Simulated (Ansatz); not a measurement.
# C₄H₇B: up Jacob's ladder to CCSD(T)

An exercise on one series of results from a longer session: the logs are not shown, and one member is left open.

Computed with Ansatz 0.2.0, Gaussian basis. Level: functionals in def2-TZVPP, the program's frozen cores in correlated methods.

Plan: LDA (SPW92), PBE-D4, revPBE-D4, BLYP-D4, r2SCAN-D4, B97M-V, PBE0-D4, B3LYP-D4, r2SCANh-D4, r2SCAN0-D4, HSE06-D4, BHLYP-D4, CAM-B3LYP-D4, LC-ωPBE, ωB97X-V, ωB97M-V, B2PLYP, PBE-QIDH; CCSD(T)/def2-SVP; CCSD(T)/def2-TZVPP; MP2/def2-QZVPP; extrapolation to the limit; RPA on PBE.

## The geometry

All runs share one geometry, relaxed beforehand with PBE0-D4 in a triple-zeta def2 set.

SMILES `C=C1CB1C`, 12 atoms, charge 0, spin multiplicity 1.

Atoms are counted from 1 here; the program's logs count them from 0.

Bond lengths: C1–C2 1.324 Å, C1–H6 1.088 Å, C1–H7 1.086 Å, C2–C3 1.503 Å, C2–B4 1.496 Å, C3–B4 1.552 Å, C3–H8 1.091 Å, C3–H9 1.092 Å, B4–C5 1.541 Å, C5–H10 1.099 Å, C5–H11 1.093 Å, C5–H12 1.091 Å. Angles: C2–C1–H6 122.3°, C2–C1–H7 121.1°, H6–C1–H7 116.6°, C1–C2–C3 140.7°, C1–C2–B4 156.9°, C3–C2–B4 62.3°, C2–C3–B4 58.6°, C2–C3–H8 118.1°, C2–C3–H9 118.0°, B4–C3–H8 120.4°, B4–C3–H9 120.3°, H8–C3–H9 111.8°, C2–B4–C3 59.1°, C2–B4–C5 153.1°, C3–B4–C5 147.8°, B4–C5–H10 106.7°, B4–C5–H11 112.4°, B4–C5–H12 114.5° and more.

The first run:

The input, in.yaml:

```yaml
crystal:
  periodic: [false, false, false]
  atoms:
    - {symbol: C, position_ang: [-1.609803, 1.251960, 0.871050]}
    - {symbol: C, position_ang: [-0.656208, 0.391343, 0.548186]}
    - {symbol: C, position_ang: [0.119345, -0.758460, 1.128672]}
    - {symbol: B, position_ang: [0.364808, -0.268035, -0.323598]}
    - {symbol: C, position_ang: [1.178075, -0.404095, -1.625898]}
    - {symbol: H, position_ang: [-2.085398, 1.252759, 1.849663]}
    - {symbol: H, position_ang: [-1.956148, 1.997406, 0.160542]}
    - {symbol: H, position_ang: [-0.411113, -1.694109, 1.314105]}
    - {symbol: H, position_ang: [0.846651, -0.542219, 1.913322]}
    - {symbol: H, position_ang: [2.153443, 0.067178, -1.439465]}
    - {symbol: H, position_ang: [1.396889, -1.445864, -1.874137]}
    - {symbol: H, position_ang: [0.736556, 0.097037, -2.488544]}
basis:
  gaussian: {orbitals: def2-TZVPP}
hamiltonian: {xc: lda}
output: {orbitals: {seedname: orbitals}}
```

Among the steps run: LDA; PBE-D4 (GGA); revPBE-D4 (GGA); BLYP-D4 (GGA); r2SCAN-D4 (meta-GGA); B97M-V (meta-GGA); PBE0-D4 (hybrid); B3LYP-D4 (hybrid); r2SCANh-D4 (hybrid); r2SCAN0-D4 (hybrid); HSE06-D4 (hybrid); BHLYP-D4 (hybrid); CAM-B3LYP-D4 (range-separated); LC-ωPBE (range-separated); ωB97X-V (range-separated); ωB97M-V (range-separated); B2PLYP (double hybrid); PBE-QIDH (double hybrid).

One table of the session follows, with a row left open; its other results are not shown here.

It belongs to the step «Orbital energies across the functionals». 

```
  functional  HOMO (eV)  LUMO (eV)  gap (eV)
 LDA (SPW92)      -6.02      -2.89      3.13
      PBE-D4      -5.92      -2.68      3.24
   revPBE-D4      -5.87      -2.59      3.28
     BLYP-D4      -5.83      -2.51      3.32
   r2SCAN-D4      -6.14      -2.43      3.71
      B97M-V      -6.22      -2.37      3.85
     PBE0-D4          ?          ?         ?
    B3LYP-D4      -7.03      -1.93      5.10
  r2SCANh-D4      -6.63      -2.10      4.53
  r2SCAN0-D4      -7.37      -1.61      5.76
    HSE06-D4      -6.82      -2.13      4.69
    BHLYP-D4      -8.47      -0.66      7.81
CAM-B3LYP-D4      -8.64      -0.61      8.03
     LC-ωPBE      -9.98       0.50     10.48
     ωB97X-V      -9.62       0.44     10.06
     ωB97M-V      -9.49       0.29      9.79
```

**Question.** Estimate the row for PBE0-D4.

The run gave: HOMO (eV): -7.22; LUMO (eV): -1.75; gap (eV): 5.47. In the column «HOMO (eV)» it lies between r2SCAN0-D4 (-7.37) and B3LYP-D4 (-7.03).
